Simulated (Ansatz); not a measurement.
# LiTlSe2: a single-point run

Wanted: a converged single-point run for LiTlSe2, and a check of what comes out. The structure is shown as the input types it. The cell is built on a prototype (ordering on zincblende) and needn't be the phase found in nature.

Method: density functional or hybrid calculation with the settings of its input, plane waves (as first typed), in Ansatz 0.2.0.

2 further runs of the same task are left out: 2 that didn't finish.

## (1) Starting point

The structure is tetragonal, space group P-4m2 (No. 115). Conventional cell: a = 4.264 Å, b = 4.264 Å, c = 5.980 Å, α = 90.00°, β = 90.00°, γ = 90.00°. Li (site symmetry -4m2) is surrounded by 4 Se at 2.53 Å. Se (site symmetry 2mm) has 2 Li at 2.53 Å and 2 Tl at 2.68 Å as nearest neighbours. Tl (site symmetry -4m2) is surrounded by 4 Se at 2.68 Å.

As a file:

```cif
data_structure
_symmetry_space_group_name_H-M 'P 1'
_symmetry_Int_Tables_number 1
_cell_length_a 4.2639
_cell_length_b 4.2639
_cell_length_c 5.9802
_cell_angle_alpha 90.000
_cell_angle_beta 90.000
_cell_angle_gamma 90.000
_cell_volume 108.73
loop_
_atom_site_label
_atom_site_type_symbol
_atom_site_fract_x
_atom_site_fract_y
_atom_site_fract_z
_atom_site_occupancy
Li1 Li 0.00000 0.00000 0.00000 1
Se1 Se 0.00000 0.50000 0.22921 1
Tl1 Tl 0.50000 0.50000 0.50000 1
Se2 Se 0.50000 0.00000 0.77079 1
```

## (2) Running it

input.yaml reads:

```yaml
crystal:
  lattice:
    - [4.263924813, 0.0, 0.0]
    - [0.0, 4.263924813, 0.0]
    - [0.0, 0.0, 5.9802485926]
  atoms:
    - { symbol: Li, position: [0.0, 0.0, 0.0] }
    - { symbol: Se, position: [0.0, 0.5, 0.2292133967] }
    - { symbol: Tl, position: [0.5, 0.5, 0.5] }
    - { symbol: Se, position: [0.5, 0.0, 0.7707866033] }
kpoints:
  mp_grid: { grid: [4, 4, 4] }
hamiltonian:
  xc: pbe
scf:
  occupations: { method: methfessel_paxton, width: 1.5 }
  n_extra_bands: 5
output:
  forces: true
  stress: true
  eigenvalues: true
```

Launch:

```
$ ansatz run input.yaml --threads 4 --pin off --max-ram 3686MiB --backend cpu --events-out ev --progress --plain --runs-dir out
```

Q: Will this input give a usable result? If not, why, and what should change?

This run ends as converged. That alone doesn't make the input a sound one.

In the input, scf.occupations.method is methfessel_paxton; scf.occupations.width is 1.5. Occupations are smeared over electronvolts, wider than many features of the bands.

Run again and compare: delete scf.occupations.width (the default then holds) and set scf.occupations.method to fixed.
